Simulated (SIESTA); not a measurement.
HPbNO4 in SIESTA: convergence with k mesh

Crystal: HPbNO4.

```
H Pb N O
1.0
     4.19923    0.11117    0.16817
     1.91600    3.89132    0.12568
     1.76085    1.25259    6.37266
H Pb N O
1 1 1 4
Direct
  0.89145 0.68202 0.62796
  0.14426 0.92872 0.88352
  0.25670 0.28861 0.30171
  0.83108 0.65056 0.78405
  0.38694 0.22380 0.11295
  0.31104 0.03576 0.45856
  0.07726 0.60633 0.32275
```

The cell was built by a generator and needn't be a form met in nature.

```yaml
Program: SIESTA 5.4.2
Task: single point
Functional: PBE
Potentials_or_basis: PseudoDojo 0.4 standard (PBE files)
Basis: DZP (energy shift 0.003 Ry; two zetas on semicore shells)
Grid_cutoff: 800 Ry
Energy_shift: 0.003 Ry
k_mesh: 2 × 2 × 1
Occupations: fermi-dirac, width 0.05 eV
Spin: no spin polarisation
```

These are the settings of the first run; the series varies k mesh, with any setting tied to it.

Hardware: 4 MPI ranks on Arm Neoverse N1, with other jobs on the host.

Q: The values tried are 2 × 2 × 1, 3 × 3 × 2, 4 × 4 × 3, 5 × 5 × 4, 6 × 6 × 4, 7 × 7 × 5, 9 × 9 × 6, loosest first. From which on does the pressure stay within 0.1 GPa of the tightest run that finished?

A: From 3 × 3 × 2 on.

| k mesh | energy less the tightest run, at zero smearing (meV/atom) | pressure (GPa) | largest force (eV/Å) | gap on the mesh (eV) | SCF cycles | CPU time (s) |
| --- | --- | --- | --- | --- | --- | --- |
| 2 × 2 × 1 | -7.74 | 2.44 | 1.352 | 3.023 | 11 | 160 |
| 3 × 3 × 2 | 0.14 | 2.58 | 1.327 | 2.858 | 11 | 150 |
| 4 × 4 × 3 | 0.09 | 2.61 | 1.327 | 2.952 | 11 | 160 |
| 5 × 5 × 4 | 0.06 | 2.61 | 1.327 | 2.855 | 11 | 160 |
| 6 × 6 × 4 | 0.02 | 2.61 | 1.327 | 2.814 | 11 | 160 |
| 7 × 7 × 5 | 0.01 | 2.61 | 1.327 | 2.811 | 11 | 170 |
| 9 × 9 × 6 | 0.00 | 2.61 | 1.327 | 2.784 | 11 | 190 |

Against the tightest run, the energy stays within 1 meV/atom from 3 × 3 × 2 on; the largest force stays within 0.005 eV/Å from 3 × 3 × 2 on. Not settled before the last step: the gap on the mesh (to 0.01 eV). Meshes of other sizes hit other points, so gaps and Fermi surfaces needn't settle smoothly. The tightest run that finished is the yardstick and may itself not be fully converged.

Caveat, for the tightest run too: spin-orbit coupling is left out, which as a rule narrows the gap of such compounds by several tenths of an eV; an odd mesh through Γ misses points on the zone boundary, where band edges often lie; the basis of atomic orbitals isn't converged, which shifts pressures, moduli and gaps; forces of over 1 eV/Å show positions far from the minimum, so gaps and moduli don't describe the material at rest.
